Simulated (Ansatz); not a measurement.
**Molecular dynamics of CsPbBr3**

Input file:

```yaml
accuracy: low
crystal:
  lattice:
    - [8.198142, 0.0, 0.0]
    - [0.0, 8.198142, 0.0]
    - [0.0, 0.0, 12.085826]
  atoms:
    - { symbol: Cs, position: [0.03633292, 0.52742887, 0.25358972] }
    - { symbol: Cs, position: [0.52083406, 0.02158978, 0.27695751] }
    - { symbol: Pb, position: [0.01337777, 0.00153223, 0.00622053] }
    - { symbol: Pb, position: [0.01382702, -0.00498483, 0.51319779] }
    - { symbol: Br, position: [0.03700055, -0.01115015, 0.2452658] }
    - { symbol: Br, position: [-0.04698993, -0.01832511, 0.77244876] }
    - { symbol: Br, position: [0.17114872, 0.68513451, 0.02674816] }
    - { symbol: Br, position: [0.35162021, 0.86604729, 0.52513096] }
    - { symbol: Br, position: [0.32944109, 0.21617596, 0.01134459] }
    - { symbol: Br, position: [0.12974097, 0.34362111, 0.50936089] }
    - { symbol: Cs, position: [0.50692891, 0.00624238, 0.77476121] }
    - { symbol: Cs, position: [0.04797473, 0.547003, 0.79722702] }
    - { symbol: Pb, position: [0.52089494, 0.51251132, 0.51809717] }
    - { symbol: Pb, position: [0.50748234, 0.52610228, 0.01706485] }
    - { symbol: Br, position: [0.55182684, 0.531769, 0.75590901] }
    - { symbol: Br, position: [0.5205253, 0.47990507, 0.25371144] }
    - { symbol: Br, position: [0.72079479, 0.22082201, 0.4922786] }
    - { symbol: Br, position: [0.87615992, 0.32584147, -0.01376096] }
    - { symbol: Br, position: [0.85226324, 0.67409657, 0.49919663] }
    - { symbol: Br, position: [0.73498982, 0.81810603, 0.00506556] }
basis:
  ecutwfc: 500.0
kpoints:
  mp_grid: { grid: [1, 1, 1] }
hamiltonian:
  xc: r2scan
scf:
  occupations: { method: fermi_dirac, width: 0.05 }
  lower_state_search: "off"
md:
  timestep: 4.5
  n_steps: 60
  ensemble: nve
  temperature: 650.0
  initial_velocities: maxwell_boltzmann
  seed: 885484
```

Command:

```bash
$ ansatz run input.yaml --threads 2 --pin off --max-ram 5120MiB --backend cpu --events-out ev --progress --plain --runs-dir out
```

It goes on from the last frame of an earlier run, with new velocities.

Output, in part (step lines):

```
md step     0: t =     0.00 fs  T =   650.0 K  F+E_penalty+E_count = -103967.22538835 eV  E_kin = 1.596361 eV  conserved = -103965.62902737 eV  (8 SCF iters)
md step     1: t =     4.50 fs  T =   666.2 K  F+E_penalty+E_count = -103967.26540978 eV  E_kin = 1.636209 eV  conserved = -103965.62920049 eV  (7 SCF iters)
md step     2: t =     9.00 fs  T =   686.0 K  F+E_penalty+E_count = -103967.31425015 eV  E_kin = 1.684861 eV  conserved = -103965.62938878 eV  (7 SCF iters)
md step     3: t =    13.50 fs  T =   708.2 K  F+E_penalty+E_count = -103967.36888839 eV  E_kin = 1.739294 eV  conserved = -103965.62959413 eV  (7 SCF iters)
md step     4: t =    18.00 fs  T =   731.4 K  F+E_penalty+E_count = -103967.42610375 eV  E_kin = 1.796310 eV  conserved = -103965.62979415 eV  (7 SCF iters)
md step     5: t =    22.50 fs  T =   754.4 K  F+E_penalty+E_count = -103967.48277829 eV  E_kin = 1.852817 eV  conserved = -103965.62996139 eV  (3 SCF iters)
md step     6: t =    27.00 fs  T =   776.1 K  F+E_penalty+E_count = -103967.53619212 eV  E_kin = 1.906086 eV  conserved = -103965.63010651 eV  (3 SCF iters)
md step     7: t =    31.50 fs  T =   795.6 K  F+E_penalty+E_count = -103967.58417079 eV  E_kin = 1.953981 eV  conserved = -103965.63018970 eV  (3 SCF iters)
md step     8: t =    36.00 fs  T =   812.3 K  F+E_penalty+E_count = -103967.62531390 eV  E_kin = 1.995078 eV  conserved = -103965.63023632 eV  (3 SCF iters)
md step     9: t =    40.50 fs  T =   826.1 K  F+E_penalty+E_count = -103967.65896535 eV  E_kin = 2.028746 eV  conserved = -103965.63021915 eV  (2 SCF iters)
md step    10: t =    45.00 fs  T =   836.8 K  F+E_penalty+E_count = -103967.68527577 eV  E_kin = 2.055106 eV  conserved = -103965.63016961 eV  (7 SCF iters)
md step    11: t =    49.50 fs  T =   844.9 K  F+E_penalty+E_count = -103967.70500899 eV  E_kin = 2.074924 eV  conserved = -103965.63008534 eV  (3 SCF iters)
md step    12: t =    54.00 fs  T =   850.8 K  F+E_penalty+E_count = -103967.71941093 eV  E_kin = 2.089412 eV  conserved = -103965.62999892 eV  (3 SCF iters)
md step    13: t =    58.50 fs  T =   855.1 K  F+E_penalty+E_count = -103967.72989914 eV  E_kin = 2.099985 eV  conserved = -103965.62991393 eV  (3 SCF iters)
md step    14: t =    63.00 fs  T =   858.3 K  F+E_penalty+E_count = -103967.73784499 eV  E_kin = 2.107992 eV  conserved = -103965.62985300 eV  (3 SCF iters)
md step    15: t =    67.50 fs  T =   861.0 K  F+E_penalty+E_count = -103967.74429565 eV  E_kin = 2.114478 eV  conserved = -103965.62981789 eV  (3 SCF iters)
md step    16: t =    72.00 fs  T =   863.2 K  F+E_penalty+E_count = -103967.74985972 eV  E_kin = 2.120035 eV  conserved = -103965.62982519 eV  (3 SCF iters)
md step    17: t =    76.50 fs  T =   865.1 K  F+E_penalty+E_count = -103967.75459437 eV  E_kin = 2.124734 eV  conserved = -103965.62986074 eV  (3 SCF iters)
md step    18: t =    81.00 fs  T =   866.5 K  F+E_penalty+E_count = -103967.75809245 eV  E_kin = 2.128169 eV  conserved = -103965.62992374 eV  (3 SCF iters)
md step    19: t =    85.50 fs  T =   867.1 K  F+E_penalty+E_count = -103967.75955881 eV  E_kin = 2.129564 eV  conserved = -103965.62999459 eV  (2 SCF iters)
md step    20: t =    90.00 fs  T =   866.5 K  F+E_penalty+E_count = -103967.75803698 eV  E_kin = 2.127972 eV  conserved = -103965.63006523 eV  (7 SCF iters)
md step    21: t =    94.50 fs  T =   864.2 K  F+E_penalty+E_count = -103967.75257948 eV  E_kin = 2.122459 eV  conserved = -103965.63012028 eV  (4 SCF iters)
md step    22: t =    99.00 fs  T =   860.1 K  F+E_penalty+E_count = -103967.74244404 eV  E_kin = 2.112289 eV  conserved = -103965.63015460 eV  (3 SCF iters)
md step    23: t =   103.50 fs  T =   853.9 K  F+E_penalty+E_count = -103967.72721563 eV  E_kin = 2.097053 eV  conserved = -103965.63016310 eV  (3 SCF iters)
md step    24: t =   108.00 fs  T =   845.6 K  F+E_penalty+E_count = -103967.70684922 eV  E_kin = 2.076705 eV  conserved = -103965.63014392 eV  (3 SCF iters)
md step    25: t =   112.50 fs  T =   835.3 K  F+E_penalty+E_count = -103967.68166138 eV  E_kin = 2.051557 eV  conserved = -103965.63010460 eV  (3 SCF iters)
md step    26: t =   117.00 fs  T =   823.4 K  F+E_penalty+E_count = -103967.65225396 eV  E_kin = 2.022200 eV  conserved = -103965.63005350 eV  (3 SCF iters)
md step    27: t =   121.50 fs  T =   810.0 K  F+E_penalty+E_count = -103967.61940901 eV  E_kin = 1.989412 eV  conserved = -103965.62999692 eV  (3 SCF iters)
md step    28: t =   126.00 fs  T =   795.6 K  F+E_penalty+E_count = -103967.58398300 eV  E_kin = 1.954043 eV  conserved = -103965.62993990 eV  (3 SCF iters)
md step    29: t =   130.50 fs  T =   780.5 K  F+E_penalty+E_count = -103967.54681708 eV  E_kin = 1.916930 eV  conserved = -103965.62988755 eV  (3 SCF iters)
md step    30: t =   135.00 fs  T =   765.0 K  F+E_penalty+E_count = -103967.50867627 eV  E_kin = 1.878837 eV  conserved = -103965.62983959 eV  (7 SCF iters)
md step    31: t =   139.50 fs  T =   749.4 K  F+E_penalty+E_count = -103967.47022861 eV  E_kin = 1.840432 eV  conserved = -103965.62979672 eV  (3 SCF iters)
md step    32: t =   144.00 fs  T =   733.8 K  F+E_penalty+E_count = -103967.43204764 eV  E_kin = 1.802286 eV  conserved = -103965.62976193 eV  (3 SCF iters)
md step    33: t =   148.50 fs  T =   718.6 K  F+E_penalty+E_count = -103967.39462701 eV  E_kin = 1.764895 eV  conserved = -103965.62973244 eV  (3 SCF iters)
md step    34: t =   153.00 fs  T =   703.9 K  F+E_penalty+E_count = -103967.35839980 eV  E_kin = 1.728696 eV  conserved = -103965.62970375 eV  (3 SCF iters)
md step    35: t =   157.50 fs  T =   689.8 K  F+E_penalty+E_count = -103967.32375445 eV  E_kin = 1.694077 eV  conserved = -103965.62967701 eV  (3 SCF iters)
md step    36: t =   162.00 fs  T =   676.5 K  F+E_penalty+E_count = -103967.29103474 eV  E_kin = 1.661381 eV  conserved = -103965.62965417 eV  (3 SCF iters)
md step    37: t =   166.50 fs  T =   664.1 K  F+E_penalty+E_count = -103967.26054117 eV  E_kin = 1.630904 eV  conserved = -103965.62963692 eV  (2 SCF iters)
md step    38: t =   171.00 fs  T =   652.7 K  F+E_penalty+E_count = -103967.23252890 eV  E_kin = 1.602905 eV  conserved = -103965.62962364 eV  (3 SCF iters)
md step    39: t =   175.50 fs  T =   642.4 K  F+E_penalty+E_count = -103967.20720726 eV  E_kin = 1.577595 eV  conserved = -103965.62961231 eV  (2 SCF iters)
md step    40: t =   180.00 fs  T =   633.2 K  F+E_penalty+E_count = -103967.18475501 eV  E_kin = 1.555155 eV  conserved = -103965.62960028 eV  (7 SCF iters)
md step    41: t =   184.50 fs  T =   625.3 K  F+E_penalty+E_count = -103967.16534990 eV  E_kin = 1.535763 eV  conserved = -103965.62958661 eV  (3 SCF iters)
md step    42: t =   189.00 fs  T =   618.8 K  F+E_penalty+E_count = -103967.14920630 eV  E_kin = 1.519636 eV  conserved = -103965.62957076 eV  (3 SCF iters)
md step    43: t =   193.50 fs  T =   613.6 K  F+E_penalty+E_count = -103967.13662426 eV  E_kin = 1.507078 eV  conserved = -103965.62954623 eV  (3 SCF iters)
md step    44: t =   198.00 fs  T =   610.2 K  F+E_penalty+E_count = -103967.12803373 eV  E_kin = 1.498524 eV  conserved = -103965.62950941 eV  (3 SCF iters)
md step    45: t =   202.50 fs  T =   608.5 K  F+E_penalty+E_count = -103967.12401560 eV  E_kin = 1.494553 eV  conserved = -103965.62946301 eV  (3 SCF iters)
md step    46: t =   207.00 fs  T =   609.1 K  F+E_penalty+E_count = -103967.12527792 eV  E_kin = 1.495866 eV  conserved = -103965.62941234 eV  (3 SCF iters)
md step    47: t =   211.50 fs  T =   612.1 K  F+E_penalty+E_count = -103967.13257675 eV  E_kin = 1.503210 eV  conserved = -103965.62936639 eV  (3 SCF iters)
md step    48: t =   216.00 fs  T =   617.8 K  F+E_penalty+E_count = -103967.14658150 eV  E_kin = 1.517246 eV  conserved = -103965.62933533 eV  (2 SCF iters)
md step    49: t =   220.50 fs  T =   626.4 K  F+E_penalty+E_count = -103967.16770584 eV  E_kin = 1.538374 eV  conserved = -103965.62933154 eV  (3 SCF iters)
md step    50: t =   225.00 fs  T =   637.9 K  F+E_penalty+E_count = -103967.19594286 eV  E_kin = 1.566580 eV  conserved = -103965.62936261 eV  (7 SCF iters)
md step    51: t =   229.50 fs  T =   652.0 K  F+E_penalty+E_count = -103967.23075386 eV  E_kin = 1.601324 eV  conserved = -103965.62942982 eV  (3 SCF iters)
md step    52: t =   234.00 fs  T =   668.4 K  F+E_penalty+E_count = -103967.27104797 eV  E_kin = 1.641519 eV  conserved = -103965.62952899 eV  (3 SCF iters)
md step    53: t =   238.50 fs  T =   686.3 K  F+E_penalty+E_count = -103967.31526495 eV  E_kin = 1.685616 eV  conserved = -103965.62964855 eV  (3 SCF iters)
md step    54: t =   243.00 fs  T =   705.1 K  F+E_penalty+E_count = -103967.36154602 eV  E_kin = 1.731774 eV  conserved = -103965.62977189 eV  (3 SCF iters)
md step    55: t =   247.50 fs  T =   724.0 K  F+E_penalty+E_count = -103967.40795627 eV  E_kin = 1.778071 eV  conserved = -103965.62988482 eV  (3 SCF iters)
md step    56: t =   252.00 fs  T =   742.2 K  F+E_penalty+E_count = -103967.45270150 eV  E_kin = 1.822724 eV  conserved = -103965.62997788 eV  (3 SCF iters)
md step    57: t =   256.50 fs  T =   759.1 K  F+E_penalty+E_count = -103967.49430644 eV  E_kin = 1.864263 eV  conserved = -103965.63004322 eV  (3 SCF iters)
md step    58: t =   261.00 fs  T =   774.3 K  F+E_penalty+E_count = -103967.53173005 eV  E_kin = 1.901652 eV  conserved = -103965.63007782 eV  (3 SCF iters)
md step    59: t =   265.50 fs  T =   787.6 K  F+E_penalty+E_count = -103967.56440321 eV  E_kin = 1.934319 eV  conserved = -103965.63008450 eV  (2 SCF iters)
md step    60: t =   270.00 fs  T =   798.9 K  F+E_penalty+E_count = -103967.59220041 eV  E_kin = 1.962133 eV  conserved = -103965.63006696 eV  (7 SCF iters)
```

The run went to its last step. The conserved energy stayed within 0.06 meV per atom of its start (net change -0.052 meV per atom), so the integration is sound. A run of 0.27 ps of so small a system gives no equilibrium averages. Limits of this set-up: coarse k mesh, low accuracy level.

Mean squared displacements from the first frame to the last, about the centre of mass: Cs 0.67 Å², Pb 0.18 Å², Br 0.83 Å².

Last frame:

```xyz
20
Lattice="8.1981 0.0000 0.0000 0.0000 8.1981 0.0000 0.0000 0.0000 12.0858" Properties=species:S:1:pos:R:3
Cs 0.405 4.863 2.825
Cs 4.309 0.356 3.680
Pb -0.165 0.240 -0.215
Pb 0.227 0.090 5.945
Br 0.805 1.291 3.266
Br 0.031 -0.259 9.092
Br 2.079 5.627 -0.461
Br 2.619 6.458 6.763
Br 2.750 1.136 0.343
Br 1.732 2.300 6.888
Cs 4.135 -0.062 9.708
Cs -0.027 4.499 8.272
Pb 4.152 3.780 6.307
Pb 4.234 3.848 0.108
Br 4.991 4.691 9.534
Br 3.735 3.902 3.370
Br 5.472 1.398 6.776
Br 7.549 3.129 0.285
Br 6.458 6.083 5.690
Br 5.668 6.656 0.893
```

Run time: 9.3 min on 2 threads of Arm Neoverse V2, on a shared host, peak memory 1.3 GiB.
